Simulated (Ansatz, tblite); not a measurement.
# The cluster GaSi₄: one state, many levels

How do method and basis change the picture of the cluster GaSi₄ (doublet)?

The runs use Ansatz 0.2.0, Gaussian basis; as each input shows.

The runs, in order: GFN1-xTB, GFN2-xTB, PBE-D4/def2-TZVP, r2SCAN-D4/def2-TZVP, BHLYP-D4/def2-TZVP, B3LYP-D4/def2-TZVP, PBE-D4/def2-SVP, PBE0-D4/def2-SVP, PBE0-D4/def2-TZVPD, PBE-D4/def2-TZVPD, r2SCAN-D4/def2-TZVPD, CCSD(T)/def2-TZVP, RPA/def2-TZVP.

2 further runs of the same task are left out: 2 set aside as unsound or not needed. Runs told in other sessions of the task aren't counted.

## Step 1: The structure

The doublet was relaxed beforehand with B3LYP-D4/def2-SVP. At that level it is the lowest of the isomers that a small search found.

5 atoms, charge 0, spin multiplicity 2.

Bond lengths: Ga1–Si4 2.601 Å, Si2–Si3 2.300 Å, Si2–Si4 2.400 Å, Si3–Si5 2.340 Å, Si4–Si5 2.325 Å. Angles: Si3–Si2–Si4 117.3°, Si2–Si3–Si5 62.6°, Ga1–Si4–Si2 74.2°, Ga1–Si4–Si5 101.3°, Si2–Si4–Si5 61.3°, Si3–Si5–Si4 118.8°.

PBE0-D4/def2-TZVP was run before; its log isn't repeated, and its numbers join the tables.

## Step 2: GFN1-xTB

Tight binding, by tblite at 300 K electronic temperature and without a spin-polarisation term:

```python
tblite.interface.Calculator('GFN1-xTB', numbers, positions, charge=0, uhf=1).singlepoint()
```

Energy -228.8256 eV; 0.006 s.

## Step 3: GFN2-xTB

Tight binding, by tblite at 300 K electronic temperature and without a spin-polarisation term:

```python
tblite.interface.Calculator('GFN2-xTB', numbers, positions, charge=0, uhf=1).singlepoint()
```

Energy -214.3362 eV; 0.008 s.

## Step 4: PBE-D4/def2-TZVP

start.molden holds the orbitals of an earlier run on this state, given as this run's starting guess.

File in.yaml:

```yaml
crystal:
  periodic: [false, false, false]
  atoms:
    - {symbol: Ga, position_ang: [-0.839300, -2.439124, 0.058306]}
    - {symbol: Si, position_ang: [-0.780056, 0.516295, 0.681736]}
    - {symbol: Si, position_ang: [1.077117, 1.618389, 1.471821]}
    - {symbol: Si, position_ang: [-0.661387, -0.392211, -1.536649]}
    - {symbol: Si, position_ang: [1.203626, 0.696651, -0.675204]}
basis:
  gaussian: {orbitals: def2-TZVP, initial_orbitals: start.molden}
magnetization: {spin_polarized: true, initial_magnetization: 1}
hamiltonian: {xc: pbe, dispersion: d4}
scf: {omitted_lower_state_checks: [starts]}
output: {orbitals: {seedname: orbitals}}
```

On the command line:

```sh
$ ansatz run in.yaml --threads 4 --pin off --events-out ev --progress --plain --max-ram 4787MiB
```

The log of the run:

```text
Functional definition: PBE
  name "PBE"
  cite "Perdew, Burke & Ernzerhof, Phys. Rev. Lett. 77, 3865 (1996) doi:10.1103/PhysRevLett.77.3865"
  parent pbe
  parameter kappa = 0.804
  parameter beta = 0.06672455060314922
  exchange = pbe_x(kappa = kappa, mu = beta*pi^2/3)
  correlation = pbe_c(beta = beta)
these checks for a lower state are left out or cut short: starts
1376 factors; their error is unknown
mean field evaluation 1: about -83863.8836 eV, gradient 9.8e0 eV
mean field evaluation 2: about -83864.0299 eV, gradient 2.3e-1 eV
mean field evaluation 4: about -83863.9987 eV, gradient 1.9e-2 eV
mean field -83863.99867272 eV, -3081.9451061626 hartree, gradient 5.9e-5 eV, S^2 0.760451; 0 other end points of the search recorded, 0 dependent functions left out
reference -83863.99870913 eV, -3081.9451075006 hartree; 44, 43 occupied and 152, 153 virtual orbitals, 1376 factors
Total energy: -83864.40389307 eV, -3081.9599977357 hartree
Checks for a lower state left out: starts
```

Wall time 4.1 s (4 threads of Arm Neoverse V2, shared host).

From the report: HOMO -4.76 eV, LUMO -4.10 eV (over both spins); ⟨S²⟩ 0.760 (pure: 0.75).

## Step 5: r2SCAN-D4/def2-TZVP

in.yaml, as its differences from that of step 4:

```diff
@@ -11,3 +11,3 @@
 magnetization: {spin_polarized: true, initial_magnetization: 1}
-hamiltonian: {xc: pbe, dispersion: d4}
+hamiltonian: {xc: r2scan, dispersion: d4}
 scf: {omitted_lower_state_checks: [starts]}
```

Same command.

The log of the run:

```text
Functional definition: r2SCAN
  name "r2SCAN"
  cite "Furness, Kaplan, Ning, Perdew & Sun, J. Phys. Chem. Lett. 11, 8208 (2020) doi:10.1021/acs.jpclett.0c02405"
  cite "Furness, Kaplan, Ning, Perdew & Sun, J. Phys. Chem. Lett. 11, 9248 (2020) doi:10.1021/acs.jpclett.0c03077"
  parent r2scan
  parameter k0 = 0.174
  parameter k1 = 0.065
  parameter a1 = 4.9479
  exchange = r2scan_x(k0 = k0, k1 = k1, a1 = a1)
  correlation = r2scan_c
these checks for a lower state are left out or cut short: starts
1376 factors; their error is unknown
mean field evaluation 1: about -83884.0785 eV, gradient 6.8e0 eV
mean field evaluation 2: about -83884.1447 eV, gradient 1.4e-1 eV
mean field evaluation 4: about -83884.1060 eV, gradient 2.1e-3 eV
mean field -83884.10599899 eV, -3082.6840367738 hartree, gradient 4.3e-5 eV, S^2 0.783561; 0 other end points of the search recorded, 0 dependent functions left out
reference -83884.10601407 eV, -3082.6840373278 hartree; 44, 43 occupied and 152, 153 virtual orbitals, 1376 factors
Total energy: -83884.18366174 eV, -3082.6868908271 hartree
Checks for a lower state left out: starts
```

Wall time 13 s (4 threads of Arm Neoverse V2, shared host).

HOMO -5.08 eV, LUMO -3.96 eV (over both spins); ⟨S²⟩ 0.784 (pure: 0.75).

## Step 6: BHLYP-D4/def2-TZVP

in.yaml, as its differences from that of step 5:

```diff
@@ -11,3 +11,3 @@
 magnetization: {spin_polarized: true, initial_magnetization: 1}
-hamiltonian: {xc: r2scan, dispersion: d4}
+hamiltonian: {xc: {name: BHLYP}, dispersion: d4}
 scf: {omitted_lower_state_checks: [starts]}
```

Same command.

The log of the run:

```text
Functional definition: BHLYP
  name "BHLYP"
  cite "Becke, J. Chem. Phys. 98, 1372 (1993) doi:10.1063/1.464304"
  cite "Becke, Phys. Rev. A 38, 3098 (1988) doi:10.1103/PhysRevA.38.3098"
  cite "Lee, Yang & Parr, Phys. Rev. B 37, 785 (1988) doi:10.1103/PhysRevB.37.785"
  parameter a = 0.5
  exchange = (1 - a)*b88_x + a*exact_x
  correlation = lyp_c
these checks for a lower state are left out or cut short: starts
1565 factors; their error is unknown
mean field evaluation 1: about -83884.9610 eV, gradient 8.6e0 eV
mean field evaluation 2: about -83885.0635 eV, gradient 2.0e-1 eV
mean field evaluation 4: about -83885.7414 eV, gradient 5.8e-3 eV
mean field -83885.74135360 eV, -3082.7441349471 hartree, gradient 2.6e-5 eV, S^2 0.793433; 0 other end points of the search recorded, 0 dependent functions left out
reference -83885.74151224 eV, -3082.7441407771 hartree; 44, 43 occupied and 152, 153 virtual orbitals, 1565 factors
Total energy: -83886.46896475 eV, -3082.7708741638 hartree
Checks for a lower state left out: starts
```

Run time: 9 s. Hardware: 4 threads of Arm Neoverse V2, shared host; peak memory 0.89 GiB.

From the report: HOMO -6.04 eV, LUMO -2.61 eV (over both spins); ⟨S²⟩ 0.793 (pure: 0.75).

## Step 7: B3LYP-D4/def2-TZVP

in.yaml, as its differences from that of step 6:

```diff
@@ -11,3 +11,3 @@
 magnetization: {spin_polarized: true, initial_magnetization: 1}
-hamiltonian: {xc: {name: BHLYP}, dispersion: d4}
+hamiltonian: {xc: {name: B3LYP}, dispersion: d4}
 scf: {omitted_lower_state_checks: [starts]}
```

Launched as before.

The log of the run, shortened:

```text
Functional definition: B3LYP
  name "B3LYP"
  cite "Stephens, Devlin, Chabalowski & Frisch, J. Phys. Chem. 98, 11623 (1994) doi:10.1021/j100096a001"
  cite "Becke, Phys. Rev. A 38, 3098 (1988) doi:10.1103/PhysRevA.38.3098"
  cite "Lee, Yang & Parr, Phys. Rev. B 37, 785 (1988) doi:10.1103/PhysRevB.37.785"
  cite "Vosko, Wilk & Nusair, Can. J. Phys. 58, 1200 (1980) doi:10.1139/p80-159"
[...]
1447 factors; their error is unknown
[...]
mean field -83890.22684058 eV, -3082.9089735534 hartree, gradient 2.5e-5 eV, S^2 0.767645; 0 other end points of the search recorded, 0 dependent functions left out
reference -83890.22707560 eV, -3082.9089821901 hartree; 44, 43 occupied and 152, 153 virtual orbitals, 1447 factors
Total energy: -83890.90917671 eV, -3082.9340489434 hartree
Checks for a lower state left out: starts
```

Run time: 7.5 s. Hardware: 4 threads of Arm Neoverse V2, shared host; peak memory 0.87 GiB.

From the report: HOMO -5.23 eV, LUMO -3.57 eV (over both spins); ⟨S²⟩ 0.768 (pure: 0.75).

## Step 8: PBE-D4/def2-SVP

in.yaml, as its differences from that of step 7:

```diff
@@ -9,5 +9,5 @@
 basis:
-  gaussian: {orbitals: def2-TZVP, initial_orbitals: start.molden}
+  gaussian: {orbitals: def2-SVP, initial_orbitals: start.molden}
 magnetization: {spin_polarized: true, initial_magnetization: 1}
-hamiltonian: {xc: {name: B3LYP}, dispersion: d4}
+hamiltonian: {xc: pbe, dispersion: d4}
 scf: {omitted_lower_state_checks: [starts]}
```

Same command.

The log of the run:

```text
Functional definition: PBE
  name "PBE"
  cite "Perdew, Burke & Ernzerhof, Phys. Rev. Lett. 77, 3865 (1996) doi:10.1103/PhysRevLett.77.3865"
  parent pbe
  parameter kappa = 0.804
  parameter beta = 0.06672455060314922
  exchange = pbe_x(kappa = kappa, mu = beta*pi^2/3)
  correlation = pbe_c(beta = beta)
these checks for a lower state are left out or cut short: starts
1139 factors; their error is unknown
mean field evaluation 1: about -83846.3419 eV, gradient 6.2e0 eV
mean field evaluation 2: about -83846.5028 eV, gradient 1.9e-1 eV
mean field evaluation 4: about -83846.3724 eV, gradient 3.6e-3 eV
mean field -83846.37242124 eV, -3081.2973533679 hartree, gradient 1.4e-5 eV, S^2 0.758930; 0 other end points of the search recorded, 0 dependent functions left out
reference -83846.37245681 eV, -3081.2973546752 hartree; 44, 43 occupied and 60, 61 virtual orbitals, 1139 factors
Total energy: -83846.77764075 eV, -3081.3122449104 hartree
Checks for a lower state left out: starts
```

It took 2 s on 4 threads of Arm Neoverse V2, shared host.

From the report: HOMO -4.83 eV, LUMO -4.17 eV (over both spins); ⟨S²⟩ 0.759 (pure: 0.75).

## Step 9: PBE0-D4/def2-SVP

in.yaml, as its differences from that of step 8:

```diff
@@ -11,3 +11,3 @@
 magnetization: {spin_polarized: true, initial_magnetization: 1}
-hamiltonian: {xc: pbe, dispersion: d4}
+hamiltonian: {xc: pbe0, dispersion: d4}
 scf: {omitted_lower_state_checks: [starts]}
```

The command is unchanged.

The log of the run:

```text
Functional definition: PBE0
  name "PBE0"
  cite "Adamo & Barone, J. Chem. Phys. 110, 6158 (1999) doi:10.1063/1.478522"
  cite "Perdew, Burke & Ernzerhof, Phys. Rev. Lett. 77, 3865 (1996) doi:10.1103/PhysRevLett.77.3865"
  parent pbe
  parameter a = 0.25
  parameter kappa = 0.804
  parameter beta = 0.06672455060314922
  exchange = (1 - a)*pbe_x(kappa = kappa, mu = beta*pi^2/3) + a*exact_x
  correlation = pbe_c(beta = beta)
these checks for a lower state are left out or cut short: starts
983 factors; integrals over basis functions are off by at most 7.8e-4 eV
mean field evaluation 1: about -83849.6974 eV, gradient 3.0e0 eV
mean field evaluation 2: about -83849.7521 eV, gradient 5.6e-2 eV
mean field evaluation 4: about -83849.7536 eV, gradient 3.3e-4 eV
mean field -83849.75363006 eV, -3081.4216105004 hartree, gradient 1.5e-5 eV, S^2 0.774177; 0 other end points of the search recorded, 0 dependent functions left out
reference -83849.75365678 eV, -3081.4216114822 hartree; 44, 43 occupied and 60, 61 virtual orbitals, 983 factors
Total energy: -83850.10233702 eV, -3081.4344252448 hartree
Checks for a lower state left out: starts
```

Run time: 3.2 s. Hardware: 4 threads of Arm Neoverse V2, shared host.

HOMO -5.62 eV, LUMO -3.53 eV (over both spins); ⟨S²⟩ 0.774 (pure: 0.75).

## Step 10: PBE0-D4/def2-TZVPD

in.yaml, as its differences from that of step 9:

```diff
@@ -9,3 +9,3 @@
 basis:
-  gaussian: {orbitals: def2-SVP, initial_orbitals: start.molden}
+  gaussian: {orbitals: def2-TZVPD, initial_orbitals: start.molden}
 magnetization: {spin_polarized: true, initial_magnetization: 1}
```

The command is unchanged.

The log of the run:

```text
Functional definition: PBE0
  name "PBE0"
  cite "Adamo & Barone, J. Chem. Phys. 110, 6158 (1999) doi:10.1063/1.478522"
  cite "Perdew, Burke & Ernzerhof, Phys. Rev. Lett. 77, 3865 (1996) doi:10.1103/PhysRevLett.77.3865"
  parent pbe
  parameter a = 0.25
  parameter kappa = 0.804
  parameter beta = 0.06672455060314922
  exchange = (1 - a)*pbe_x(kappa = kappa, mu = beta*pi^2/3) + a*exact_x
  correlation = pbe_c(beta = beta)
these checks for a lower state are left out or cut short: starts
1608 factors; their error is unknown
mean field evaluation 1: about -83867.1002 eV, gradient 4.5e0 eV
mean field evaluation 2: about -83867.1303 eV, gradient 5.9e-2 eV
mean field evaluation 4: about -83867.3244 eV, gradient 1.8e-4 eV
mean field -83867.32442747 eV, -3082.0673253952 hartree, gradient 1.5e-5 eV, S^2 0.777859; 0 other end points of the search recorded, 0 dependent functions left out
reference -83867.32445844 eV, -3082.0673265335 hartree; 44, 43 occupied and 182, 183 virtual orbitals, 1608 factors
Total energy: -83867.67313869 eV, -3082.0801402962 hartree
Checks for a lower state left out: starts
```

Wall time 14 s (4 threads of Arm Neoverse V2, shared host); peak memory 1.1 GiB.

From the report: HOMO -5.54 eV, LUMO -3.44 eV (over both spins); ⟨S²⟩ 0.778 (pure: 0.75).

## Step 11: PBE-D4/def2-TZVPD

in.yaml, as its differences from that of step 10:

```diff
@@ -11,3 +11,3 @@
 magnetization: {spin_polarized: true, initial_magnetization: 1}
-hamiltonian: {xc: pbe0, dispersion: d4}
+hamiltonian: {xc: pbe, dispersion: d4}
 scf: {omitted_lower_state_checks: [starts]}
```

Launched as before.

The log of the run:

```text
Functional definition: PBE
  name "PBE"
  cite "Perdew, Burke & Ernzerhof, Phys. Rev. Lett. 77, 3865 (1996) doi:10.1103/PhysRevLett.77.3865"
  parent pbe
  parameter kappa = 0.804
  parameter beta = 0.06672455060314922
  exchange = pbe_x(kappa = kappa, mu = beta*pi^2/3)
  correlation = pbe_c(beta = beta)
these checks for a lower state are left out or cut short: starts
1476 factors; their error is unknown
mean field evaluation 1: about -83863.8780 eV, gradient 1.1e1 eV
mean field evaluation 2: about -83864.0552 eV, gradient 2.8e-1 eV
mean field evaluation 4: about -83864.0303 eV, gradient 2.5e-2 eV
mean field evaluation 8: about -83864.0303 eV, gradient 1.8e-5 eV
mean field -83864.03027583 eV, -3081.9462675555 hartree, gradient 1.8e-5 eV, S^2 0.760522; 0 other end points of the search recorded, 0 dependent functions left out
reference -83864.03031808 eV, -3081.9462691079 hartree; 44, 43 occupied and 182, 183 virtual orbitals, 1476 factors
Total energy: -83864.43550202 eV, -3081.9611593431 hartree
Checks for a lower state left out: starts
```

It took 7.5 s on 4 threads of Arm Neoverse V2, shared host.

Report: HOMO -4.78 eV, LUMO -4.12 eV (over both spins); ⟨S²⟩ 0.761 (pure: 0.75).

## Step 12: r2SCAN-D4/def2-TZVPD

in.yaml, as its differences from that of step 11:

```diff
@@ -11,3 +11,3 @@
 magnetization: {spin_polarized: true, initial_magnetization: 1}
-hamiltonian: {xc: pbe, dispersion: d4}
+hamiltonian: {xc: r2scan, dispersion: d4}
 scf: {omitted_lower_state_checks: [starts]}
```

The command is unchanged.

The log of the run:

```text
Functional definition: r2SCAN
  name "r2SCAN"
  cite "Furness, Kaplan, Ning, Perdew & Sun, J. Phys. Chem. Lett. 11, 8208 (2020) doi:10.1021/acs.jpclett.0c02405"
  cite "Furness, Kaplan, Ning, Perdew & Sun, J. Phys. Chem. Lett. 11, 9248 (2020) doi:10.1021/acs.jpclett.0c03077"
  parent r2scan
  parameter k0 = 0.174
  parameter k1 = 0.065
  parameter a1 = 4.9479
  exchange = r2scan_x(k0 = k0, k1 = k1, a1 = a1)
  correlation = r2scan_c
these checks for a lower state are left out or cut short: starts
1476 factors; their error is unknown
mean field evaluation 1: about -83884.0730 eV, gradient 8.2e0 eV
mean field evaluation 2: about -83884.1682 eV, gradient 1.8e-1 eV
mean field evaluation 4: about -83884.1353 eV, gradient 3.7e-3 eV
mean field -83884.13526708 eV, -3082.6851123563 hartree, gradient 6.3e-5 eV, S^2 0.783983; 0 other end points of the search recorded, 0 dependent functions left out
reference -83884.13528614 eV, -3082.6851130565 hartree; 44, 43 occupied and 182, 183 virtual orbitals, 1476 factors
Total energy: -83884.21293381 eV, -3082.6879665558 hartree
Checks for a lower state left out: starts
```

It took 17 s on 4 threads of Arm Neoverse V2, shared host.

Report: HOMO -5.08 eV, LUMO -3.96 eV (over both spins); ⟨S²⟩ 0.784 (pure: 0.75).

## Step 13: CCSD(T)/def2-TZVP

in.yaml, as its differences from that of step 12:

```diff
@@ -9,6 +9,6 @@
 basis:
-  gaussian: {orbitals: def2-TZVPD, initial_orbitals: start.molden}
+  gaussian: {orbitals: def2-TZVP, initial_orbitals: start.molden}
 magnetization: {spin_polarized: true, initial_magnetization: 1}
-hamiltonian: {xc: r2scan, dispersion: d4}
-scf: {omitted_lower_state_checks: [starts]}
+correlation: {method: ccsd_t}
+scf: {omitted_lower_state_checks: [starts, cluster_reference]}
 output: {orbitals: {seedname: orbitals}}
```

The command is unchanged.

The log of the run, shortened:

```text
Functional definition: HF
  name "HF"
  cite "Fock, Z. Phys. 61, 126 (1930) doi:10.1007/BF01340294"
  parent pbe
[...]
1218 factors; integrals over basis functions are off by at most 6.5e-4 eV
[...]
mean field -83781.37360231 eV, -3078.9086908302 hartree, gradient 2.9e-6 eV, S^2 0.940032; 0 other end points of the search recorded, 0 dependent functions left out
29 core orbitals not correlated: weight in the atoms' cores, before any rotation towards them, 1.000 or more for the frozen orbitals, at most 0.000 for the correlated occupied ones
reference -83781.37360231 eV, -3078.9086908302 hartree; 15, 14 occupied and 152, 153 virtual orbitals, 1218 factors
second order -17.06270257 eV of doubles, -0.00000000 eV of singles
cycle   1  -16.50175813 eV  change    5.6e-1 eV  update   1.9e-1
[...]
cycle  16  -17.53672115 eV  change   -8.4e-7 eV  update   2.0e-5
perturbative correction -1.43628241 eV, -0.0527824049 hartree
Total energy: -83800.34660587 eV, -3079.6059358505 hartree
Checks for a lower state left out: starts, cluster_reference
```

Run time: 7.5 min. Hardware: 4 threads of Arm Neoverse V2, shared host; peak memory 2.5 GiB.

Hartree-Fock HOMO -7.36 eV, LUMO -0.35 eV (over both spins); ⟨S²⟩ 0.940 (pure: 0.75); T1 0.031. Doubts: spin contamination.

## Step 14: RPA/def2-TZVP

in.yaml, as its differences from that of step 13:

```diff
@@ -11,4 +11,4 @@
 magnetization: {spin_polarized: true, initial_magnetization: 1}
-correlation: {method: ccsd_t}
-scf: {omitted_lower_state_checks: [starts, cluster_reference]}
-output: {orbitals: {seedname: orbitals}}
+hamiltonian: {xc: pbe}
+correlation: {method: rpa}
+scf: {omitted_lower_state_checks: [starts]}
```

The command is unchanged.

The log of the run, shortened:

```text
Functional definition: PBE
  name "PBE"
  cite "Perdew, Burke & Ernzerhof, Phys. Rev. Lett. 77, 3865 (1996) doi:10.1103/PhysRevLett.77.3865"
  parent pbe
[...]
1218 factors; integrals over basis functions are off by at most 6.5e-4 eV
[...]
mean field -83863.99864936 eV, -3081.9451053040 hartree, gradient 8.8e-6 eV, S^2 0.760451; 0 other end points of the search recorded, 0 dependent functions left out
29 core orbitals not correlated: weight in the atoms' cores, before any rotation towards them, 1.000 or more for the frozen orbitals, at most 0.000 for the correlated occupied ones
reference -83779.25507394 eV, -3078.8308363485 hartree; 15, 14 occupied and 152, 153 virtual orbitals, 1218 factors
Total energy: -83807.53179569 eV, -3079.8699867063 hartree
Checks for a lower state left out: starts
```

Run time: 7.5 s. Hardware: 4 threads of Arm Neoverse V2, shared host; peak memory 0.55 GiB.

⟨S²⟩ 0.760 (pure: 0.75).

## Step 15: Levels side by side

```tsv
level	functions	HOMO (eV)	LUMO (eV)	gap (eV)	⟨S²⟩	time
PBE-D4/def2-SVP	104	-4.83	-4.17	0.65	0.759	2 s
PBE-D4/def2-TZVP	196	-4.76	-4.10	0.66	0.760	4.1 s
PBE-D4/def2-TZVPD	226	-4.78	-4.12	0.66	0.761	7.5 s
r2SCAN-D4/def2-TZVP	196	-5.08	-3.96	1.12	0.784	13 s
r2SCAN-D4/def2-TZVPD	226	-5.08	-3.96	1.12	0.784	17 s
B3LYP-D4/def2-TZVP	196	-5.23	-3.57	1.67	0.768	7.5 s
PBE0-D4/def2-SVP	104	-5.62	-3.53	2.09	0.774	3.2 s
PBE0-D4/def2-TZVP	196	-5.54	-3.43	2.11	0.778	9.5 s
PBE0-D4/def2-TZVPD	226	-5.54	-3.44	2.10	0.778	14 s
BHLYP-D4/def2-TZVP	196	-6.04	-2.61	3.43	0.793	9 s
```

The pieces so far (eV):

```tsv
basis	HF	MP2 correlation	CCSD correlation	(T)	total
def2-TZVP	-83781.3736	-17.0627	-17.5367	-1.4363	-83800.3466
```

## Step 16: Binding energy

Free atoms were run apart at each level; binding is atoms less cluster, divided by the number of atoms, without zero-point or spin-orbit terms.

```tsv
level	binding an atom (eV)
HF/def2-TZVP†	1.535
PBE-D4/def2-SVP	2.981
PBE-D4/def2-TZVP	3.012
PBE-D4/def2-TZVPD	3.015
r2SCAN-D4/def2-TZVP	2.898
r2SCAN-D4/def2-TZVPD	2.901
B3LYP-D4/def2-TZVP	2.747
PBE0-D4/def2-SVP	2.836
PBE0-D4/def2-TZVP	2.880
PBE0-D4/def2-TZVPD	2.883
BHLYP-D4/def2-TZVP	2.596
RPA/def2-TZVP	2.434
MP2/def2-TZVP†	2.788
CCSD/def2-TZVP†	2.457
CCSD(T)/def2-TZVP†	2.651
```

† marks a level with a doubtful state (flagged, unstable or spin-contaminated).

## Step 17: Results

```
                                                  quantity                                 value
 gap in def2-TZVP, named functionals, smallest and largest  0.66 eV (PBE-D4), 3.43 eV (BHLYP-D4)
                     correlation energy, CCSD(T)/def2-TZVP                             -18.97 eV
                 binding an atom, functionals in def2-TZVP   2.60 (BHLYP-D4) to 3.01 eV (PBE-D4)
⟨S²⟩ in def2-TZVP, named functionals, smallest and largest                          0.760, 0.793
           PBE0 total energy, smallest basis above largest       17.57 eV (def2-SVP, def2-TZVPD)
```

What this shows: Over the named functionals in def2-TZVP the gap runs from 0.66 eV (PBE-D4) to 3.43 eV (BHLYP-D4); exact exchange widens it. Over the named functionals in def2-TZVP spin contamination reaches 0.04 (BHLYP-D4), which is small. Notes on CCSD(T)/def2-TZVP: spin contamination.

The slowest run with a step of its own, CCSD(T)/def2-TZVP, took 7.5 min; the quickest functional in def2-TZVP took 4.1 s (shared host).
